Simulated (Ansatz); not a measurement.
# GaH₅O₃S: how energies converge with the basis set

One table from this session's results is given with a row withheld; the runs are named, their logs left out.

The runs use Ansatz 0.2.0, Gaussian basis; one geometry, several basis sets.

Plan: PBE0-D4/def2-SVP; ωB97M-V/def2-SVP; PBE0-D4/def2-QZVPP; ωB97M-V/def2-QZVPP; the functionals' def2-TZVPP values are taken from earlier runs.

**The relaxed structure**

The geometry comes from an earlier relaxation with PBE0-D4 in a triple-zeta def2 set; it is a stationary point, not always the lowest conformer.

10 atoms, charge 0, spin multiplicity 1.

Atoms are counted from 1 here; the program's logs count them from 0.

Bond lengths: O1–Ga2 1.802 Å, O1–H6 0.959 Å, Ga2–O3 1.798 Å, Ga2–O4 1.792 Å, Ga2–S5 2.607 Å, O3–H7 0.959 Å, O4–H8 0.959 Å, S5–H9 1.345 Å, S5–H10 1.344 Å. Angles: Ga2–O1–H6 112.3°, O1–Ga2–O3 117.7°, O1–Ga2–O4 118.8°, O1–Ga2–S5 94.5°, O3–Ga2–O4 119.0°, O3–Ga2–S5 95.5°, O4–Ga2–S5 101.3°, Ga2–O3–H7 112.6°, Ga2–O4–H8 112.4°, Ga2–S5–H9 90.5°, Ga2–S5–H10 90.0°, H9–S5–H10 92.8°.

Set-up of the first run:

in.yaml

```yaml
crystal:
  periodic: [false, false, false]
  atoms:
    - {symbol: O, position_ang: [-1.774228, 0.121249, 0.058773]}
    - {symbol: Ga, position_ang: [-0.111656, -0.573890, 0.083789]}
    - {symbol: O, position_ang: [0.777936, -0.554859, 1.646326]}
    - {symbol: O, position_ang: [0.335460, -1.789851, -1.154303]}
    - {symbol: S, position_ang: [1.021063, 1.569335, -0.874414]}
    - {symbol: H, position_ang: [-2.121934, 0.264677, 0.941283]}
    - {symbol: H, position_ang: [1.400698, -1.280231, 1.725118]}
    - {symbol: H, position_ang: [-0.396876, -2.008672, -1.733870]}
    - {symbol: H, position_ang: [-0.183938, 2.137204, -1.059907]}
    - {symbol: H, position_ang: [1.136672, 2.063836, 0.370205]}
basis:
  gaussian: {orbitals: def2-SVP}
hamiltonian: {xc: pbe0, dispersion: d4}
output: {orbitals: {seedname: orbitals}}
```

Command:

```
> ansatz run in.yaml --threads 4 --pin off --events-out ev --progress --plain --max-ram 10444MiB
```

Among the steps run: PBE0-D4 in def2-SVP; ωB97M-V in def2-SVP; PBE0-D4 in def2-QZVPP; ωB97M-V in def2-QZVPP.

One of the session's tables, all rows but one given; the rest of the session is left out.

It belongs to the step «Density functionals: the series». 

| functional | basis | HOMO (eV) | LUMO (eV) |
| --- | --- | --- | --- |
| PBE0-D4 | def2-SVP | -7.90 | 0.20 |
| PBE0-D4 | def2-TZVPP | ? | ? |
| PBE0-D4 | def2-QZVPP | -8.23 | -0.49 |
| ωB97M-V | def2-SVP | -10.24 | 1.96 |
| ωB97M-V | def2-TZVPP | -10.48 | 1.42 |
| ωB97M-V | def2-QZVPP | -10.55 | 0.91 |

Q: Estimate the row for PBE0-D4, def2-TZVPP from the others.

**Answer.** HOMO (eV): -8.16; LUMO (eV): -0.33. In the column «HOMO (eV)» it lies between PBE0-D4, def2-QZVPP (-8.23) and PBE0-D4, def2-SVP (-7.90).
